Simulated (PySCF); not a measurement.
**OsS₃⁺: the energy surface near the minimum**

How stiff is OsS₃⁺ (doublet) against rigid distortions? The scans start from its PBE minimum.

Method: PBE, basis Os def2-SVP with ECP60, S def2-SVP, scalar-relativistic core potentials, no spin–orbit coupling, density fitting; program: PySCF 2.14.0.

### 1 The system as given

4 atoms, charge 1, spin multiplicity 2.

Bond lengths: Os1–S2 2.100 Å, Os1–S3 2.100 Å, Os1–S4 2.100 Å. Angles: S2–Os1–S3 112.3°, S2–Os1–S4 112.3°, S3–Os1–S4 112.3°.

Coordinates in bohr (charge 1 multiplicity 2):
```
Os    0.0000    0.0000   -0.3737
S     3.8053    0.0000    0.7528
S    -1.9026    3.2955    0.7528
S    -1.9027   -3.2955    0.7528
```

### 2 Density, ELF and potential

The plane holds Os1 at (0.00, 0.00), S2 at (2.10, 0.00), S3 at (-0.80, 1.94) Å. Columns run from x = -2.85 to 4.35 Å, rows from y = 4.35 (top) to -1.95 Å, in steps of 0.3 Å. Electrons inside core potentials are absent.

Density (cut at 5 e/Å³):

Ten steps from '0' (0.000 e/Å³) to '9' (5.000 e/Å³), finer at the low end (step k begins (100^(k/10) - 1)/99 of the way up):
```
0000000000000000000000000
0000000000000000000000000
0000000000000000000000000
0000011111000000000000000
0001123332110000000000000
0001345554210000000000000
0012466765421000000000000
0013569986531000000000000
0023579996532100000000000
0023579986532111111000000
0013467776543222222110000
0012356666544334444311000
0001235678875456665421000
0001234799997667887532000
0001135894498678998642100
0001124894498678998642100
0001124799997667886532000
0001123578865456665421000
0000123445543334443210000
0000112333322222222110000
0000111222111111111000000
0000011111100000000000000
```

ELF (0 where the density is under 0.005 e/Å³):

Ten even steps from '0' (0.00) to '9' (0.93):
```
0000000000000000000000000
0000001110000000000000000
0000223443200000000000000
0012356666531000000000000
0124689998753000000000000
0246899999864100000000000
1358996379974100000000000
2469942707974000000000000
2479919954873000122200000
2579942806852102455432000
1468984268642235777754100
1356888764322358999875300
0134555445542478899986410
0012322478874584005997420
0001112680085570990997420
0001112680085570990997420
0001212478884484004996410
0012332346642489889985310
0013444322211378999864200
0013444432111357787643100
0012344443211135555431000
0002334443210012333200000
```

Highest occupied orbital at -12.12 eV (sign arbitrary; one member if degenerate):

Ten even steps from '0' (-0.36 Å^-3/2) to '9' (1.01 Å^-3/2):
```
2222222222222222222222222
2222222222222222222222222
2222222222222222222222222
2222222222222222222222222
2222222211122222222222222
2223322111112222222222222
2233332100112222222222222
2333443200011222222222222
2333441910012222222222222
2333453210112223333322222
2333444321122233333332222
2233343322222333443332222
2223333322222334554332222
2222233322223334444332222
2222222222222233003322222
2222222222222221441222222
2222222222222110000122222
2222222222222110000112222
2222222222222211001122222
2222222222222221111122222
2222222222222222222222222
2222222222222222222222222
```

Values on the line from Os1 (at 0) through S2 (at 2.100 Å):

| distance (Å) | density (e/Å³) | ELF | electrostatic potential (V) | spin density (e/Å³) |
| --- | --- | --- | --- | --- |
| -0.74 | 2.63 | 0.663 | 56.6 | 0.0617 |
| 0.84 | 1.77 | 0.423 | 40.5 | 0.0304 |
| 1.05 | 1.13 | 0.483 | 26.4 | 0.00519 |
| 1.26 | 1.21 | 0.731 | 29.1 | -0.00475 |
| 1.47 | 1.43 | 0.381 | 51.6 | -0.00903 |
| 1.68 | 3.46 | 0.141 | 117 | -0.00432 |
| 1.89 | 57.4 | 0.859 | 399 | -0.00741 |
| 2.21 | 175 | 0.298 | 1.24e+03 | -0.0433 |
| 2.42 | 13.8 | 0.703 | 195 | -3.07e-05 |
| 2.63 | 1.63 | 0.12 | 74.4 | -0.0063 |
| 2.84 | 0.988 | 0.817 | 34.1 | -0.00693 |
| 3.05 | 0.523 | 0.92 | 17.7 | -0.00425 |
| 3.26 | 0.235 | 0.872 | 10.6 | -0.00209 |

Making the fields needed 2.2 s of wall time on 2 threads of Arm Neoverse V1, shared host.

### 3 Breathing scan

One driver script runs all scans and calls PySCF for each point, on a (75, 302) grid.

Run with:

```console
$ OMP_NUM_THREADS=2 python axn.py task.json out
```

A rigid scan with PBE: all bonds to the central atom are scaled together. Each point starts from its neighbour's orbitals, and energies count from the minimum. Dipoles of the ion refer to the centre of mass.

| scale of all bonds to the centre | energy (kJ/mol) | dipole size (D) | ⟨S²⟩ |
| --- | --- | --- | --- |
| 0.88 | 444.9 | 0.15 | 0.75 |
| 0.92 | 171.1 | 0.16 | 0.75 |
| 0.96 | 37.1 | 0.15 | 0.75 |
| 1.00 | 0.0 | 0.14 | 0.75 |
| 1.04 | 28.1 | 0.12 | 0.75 |
| 1.08 | 98.4 | 0.11 | 0.76 |
| 1.14 | 248.7 | 0.09 | 0.76 |
| 1.22 | 473.9 | 0.48 | 1.52 |
| 1.35 | 798.2 | 1.33 | 2.37 |

The scan took 99 s.

⟨S²⟩ grows along the scan: the determinant mixes in higher spin as the pair uncouples.

### 4 Stretching one bond

A rigid scan with PBE: the bond from Os to the last atom (S) is scaled and the rest held.

| scale of one bond | energy (kJ/mol) | dipole size (D) | ⟨S²⟩ |
| --- | --- | --- | --- |
| 0.92 | 50.4 | 0.40 | 0.75 |
| 0.96 | 10.9 | 0.22 | 0.75 |
| 1.00 | 0.0 | 0.14 | 0.75 |
| 1.05 | 12.6 | 0.21 | 0.75 |
| 1.12 | 57.9 | 0.35 | 0.76 |
| 1.20 | 125.3 | 0.38 | 0.81 |
| 1.35 | 224.4 | 1.29 | 1.48 |
| 1.55 | 310.6 | 2.06 | 1.69 |
| 1.80 | 366.8 | 3.31 | 1.90 |
| 2.20 | 394.2 | 4.48 | 1.99 |

The scan took 54 s.

⟨S²⟩ grows along the scan: the determinant mixes in higher spin as the pair uncouples.

### 5 Umbrella curve

A rigid scan with PBE: angle between each bond and the threefold axis, bonds fixed.

| angle of the bonds to the threefold axis (°) | energy (kJ/mol) | dipole size (D) | ⟨S²⟩ |
| --- | --- | --- | --- |
| 55 | 204.2 | 0.54 | 0.77 |
| 60 | 94.3 | 0.57 | 0.76 |
| 65 | 32.5 | 0.47 | 0.75 |
| 70 | 4.8 | 0.30 | 0.75 |
| 75 | 0.8 | 0.07 | 0.75 |
| 80 | 12.0 | 0.16 | 0.75 |
| 85 | 29.3 | 0.25 | 0.76 |
| 90 | 36.2 | 0.00 | 0.75 |

The scan took 61 s.

### 6 What came out

```
                quantity         value
    all bonds 4 % longer   28.1 kJ/mol
    one bond 20 % longer  125.3 kJ/mol
planar shape, bonds held   36.2 kJ/mol
```

**Reading.** The well is lopsided, 37.1 kJ/mol for 4 % shorter bonds against 28.1 for 4 % longer ones. Held rigid otherwise, the planar shape costs 36 kJ/mol. This is the lowest SCF solution found for this spin; with open d or f shells other occupations or spin states may lie lower. Spin–orbit coupling, left out here, can matter for elements this heavy.
